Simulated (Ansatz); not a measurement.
# GeH₄O (triplet): from Hartree-Fock to the top rungs at distance Ge1–H5 along a hydrogen transfer = 1.638 Å, cc-pVDZ

One table from this session's results is given with a row withheld; the runs are named, their logs left out.

Program: Ansatz 0.2.0, Gaussian basis. Level of theory: cc-pVDZ, core rule «outside noble gas», up to 15 orbitals frozen. These are calculated values, not measurements.

Plan: UHF; CCSD(T) on ROHF; CCSD(T) on UHF; BCCD(T) on ROHF; CISD; CCSDT(Q) on ROHF; CCSDT(Q) on UHF; CASSCF and MRCISD+Q, 4 electrons in 4 orbitals; CASSCF and NEVPT2, 4 electrons in 4 orbitals.

15 further runs of the same task are left out: 13 that didn't finish, 2 set aside as unsound or not needed.

### The system

The geometry derives from fragments relaxed apart (PBE0/def2-TZVP) and kept rigid, so it is no stationary point. A hydrogen atom is moved between rigid fragments. No spin-orbit coupling is included. The filled d shell of Ge may be among the frozen orbitals whatever the setting's name suggests; the logs give the count.

6 atoms, charge 0, spin multiplicity 3.

Atoms are counted from 1 here; the program's logs count them from 0.

Bond lengths: Ge1–H2 1.534 Å, Ge1–H3 1.534 Å, Ge1–H4 1.534 Å, Ge1–H5 1.638 Å. Angles: H2–Ge1–H3 109.5°, H2–Ge1–H4 109.5°, H2–Ge1–H5 109.5°, H3–Ge1–H4 109.5°, H3–Ge1–H5 109.5°, H4–Ge1–H5 109.5°.

Set-up of the first run:

The input, in.yaml:

```yaml
crystal:
  periodic: [false, false, false]
  atoms:
    - {symbol: Ge, position_ang: [-0.562403, 0.000000, 0.000000]}
    - {symbol: H, position_ang: [-1.073853, 1.446599, 0.000000]}
    - {symbol: H, position_ang: [-1.073853, -0.723300, 1.252792]}
    - {symbol: H, position_ang: [-1.073853, -0.723299, -1.252792]}
    - {symbol: H, position_ang: [1.075597, 0.000000, 0.000000]}
    - {symbol: O, position_ang: [2.688597, 0.000000, 0.000000]}
basis:
  gaussian: {orbitals: cc-pVDZ}
magnetization: {spin_polarized: true, initial_magnetization: 2}
hamiltonian: {xc: hf}
output: {orbitals: {seedname: orbitals}}
```

Run with:

```bash
$ ansatz run in.yaml --threads 1 --pin off --events-out ev --progress --plain --max-ram 2393MiB
```

Steps of the session up to this table: UHF; CCSD(T) on ROHF; CCSD(T) on UHF; BCCD(T) on ROHF; CISD; CCSDT(Q) on ROHF; CCSDT(Q) on UHF; CASSCF and MRCISD+Q, 4 electrons in 4 orbitals; CASSCF and NEVPT2, 4 electrons in 4 orbitals.

One of the session's tables, all rows but one given; the rest of the session is left out.

```
     method  from UCCSDT(Q) (meV)
       ROHF               +7640.2
        UHF               +7457.1
       RMP2               +1412.1
       UMP2               +1393.8
       CISD                +749.4
      RCCSD                +142.7
      UCCSD                     ?
   RCCSD(T)                 +30.6
   UCCSD(T)                 +29.1
    BCCD(T)                 +30.9
     RCCSDT                  +7.0
     UCCSDT                  +5.4
  RCCSDT(Q)                  +1.7
  UCCSDT(Q)                     0
CASSCF pair               +7176.8
NEVPT2 pair               +1342.2
```

Estimate the missing values for UCCSD.

The run gave: from UCCSDT(Q) (meV): +139.5. In the column «from UCCSDT(Q) (meV)» it lies between BCCD(T) (+30.9) and RCCSD (+142.7).

Not comparable, so not listed: CASSCF and MRCISD+Q, 4 electrons in 4 orbitals (they don't share determinant, frozen orbitals or solution with the rows shown, or repeat one).

Caveats from the session: Restricted and unrestricted rows rest on different reference determinants; where their highest levels disagree by more than a few hundredths of an eV, they describe different states and don't form one ladder. Warnings in the runs' records: passed over end.
